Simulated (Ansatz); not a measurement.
# HBr2 (doublet): from Hartree-Fock to the top rungs at distance Br1–H2 along a hydrogen transfer = 1.621 Å, cc-pVDZ

How much of the correlation energy of HBr2 (doublet) does each wave-function method recover here?

Computed with Ansatz 0.2.0, Gaussian basis. Level: cc-pVDZ, core rule «outside noble gas», up to 28 orbitals frozen.

Plan: UHF; CCSD(T) on ROHF; CCSD(T) on UHF; BCCD(T) on ROHF; CISD; CCSDT(Q) on ROHF; CCSDT(Q) on UHF; CASSCF and MRCISD+Q, 3 electrons in 3 orbitals; CASSCF and NEVPT2, 3 electrons in 3 orbitals; CASSCF and MRCISD+Q, 15 electrons in 9 orbitals; CASSCF and NEVPT2, 15 electrons in 9 orbitals.

18 further runs of the same task are left out: 18 that didn't finish.

## 1. The system

The geometry derives from fragments relaxed apart (PBE0/def2-TZVP) and kept rigid, so it is no stationary point. A hydrogen atom is moved between rigid fragments. No spin-orbit coupling is included. The filled d shell of Br may be among the frozen orbitals whatever the setting's name suggests; the logs give the count.

3 atoms, charge 0, spin multiplicity 2.

Atoms are counted from 1 here; the program's logs count them from 0.

Bond lengths: Br1–H2 1.621 Å, H2–Br3 1.798 Å. Angles: Br1–H2–Br3 180.0°.

## 2. UHF

The input, in.yaml:

```yaml
crystal:
  periodic: [false, false, false]
  atoms:
    - {symbol: Br, position_ang: [0.000000, 0.000000, -1.680000]}
    - {symbol: H, position_ang: [0.000000, 0.000000, -0.059000]}
    - {symbol: Br, position_ang: [0.000000, 0.000000, 1.739000]}
basis:
  gaussian: {orbitals: cc-pVDZ}
magnetization: {spin_polarized: true, initial_magnetization: 1}
hamiltonian: {xc: hf}
output: {orbitals: {seedname: orbitals}}
```

Command:

```bash
ansatz run in.yaml --threads 1 --pin off --events-out ev --progress --plain --max-ram 2393MiB
```

The runs that follow: CCSD(T) on ROHF; CCSD(T) on UHF; BCCD(T) on ROHF; CISD; CCSDT(Q) on ROHF; CCSDT(Q) on UHF; CASSCF and MRCISD+Q, 3 electrons in 3 orbitals; CASSCF and NEVPT2, 3 electrons in 3 orbitals; CASSCF and MRCISD+Q, 15 electrons in 9 orbitals; CASSCF and NEVPT2, 15 electrons in 9 orbitals.

Q: Predict the results of all the runs planned. Wanted: UCCSDT(Q) below the RHF energy; RMP2 from UCCSDT(Q); UMP2 from UCCSDT(Q); RCCSD from UCCSDT(Q); RCCSD(T) from UCCSDT(Q); UCCSD(T) from UCCSDT(Q); RCCSDT(Q) from UCCSDT(Q); NEVPT2 pair from UCCSDT(Q); MRCISD+Q pair from UCCSDT(Q).

**Answer**, as computed:

| quantity | value |
| --- | --- |
| UCCSDT(Q) below the RHF energy | -7.4682 eV |
| RMP2 from UCCSDT(Q) | +936.2 meV |
| UMP2 from UCCSDT(Q) | +984.5 meV |
| RCCSD from UCCSDT(Q) | +161.1 meV |
| RCCSD(T) from UCCSDT(Q) | +31.2 meV |
| UCCSD(T) from UCCSDT(Q) | +30.4 meV |
| RCCSDT(Q) from UCCSDT(Q) | +1.4 meV |
| NEVPT2 pair from UCCSDT(Q) | +826.9 meV |
| MRCISD+Q pair from UCCSDT(Q) | +40.9 meV |
| NEVPT2 valence from UCCSDT(Q) | +1476.5 meV |
| levels within 1 kcal/mol (43 meV) | RCCSD(T), UCCSD(T), BCCD(T), RCCSDT, UCCSDT, RCCSDT(Q), MRCISD+Q pair, MRCISD+Q valence |
| T1 diagnostic | 0.023 |
| effectively unpaired electrons | 1.02 |

What this shows: RCCSD(T) lands +31.2 meV from the yardstick (0.4 % of the correlation energy). One determinant dominates. Of the multireference levels listed MRCISD+Q valence comes nearest in total energy (+31.2 meV), which doesn't show that its space is the better one. These misses are within one basis, not against nature; the frozen cores of restricted and unrestricted runs differ, which can shift their rows.
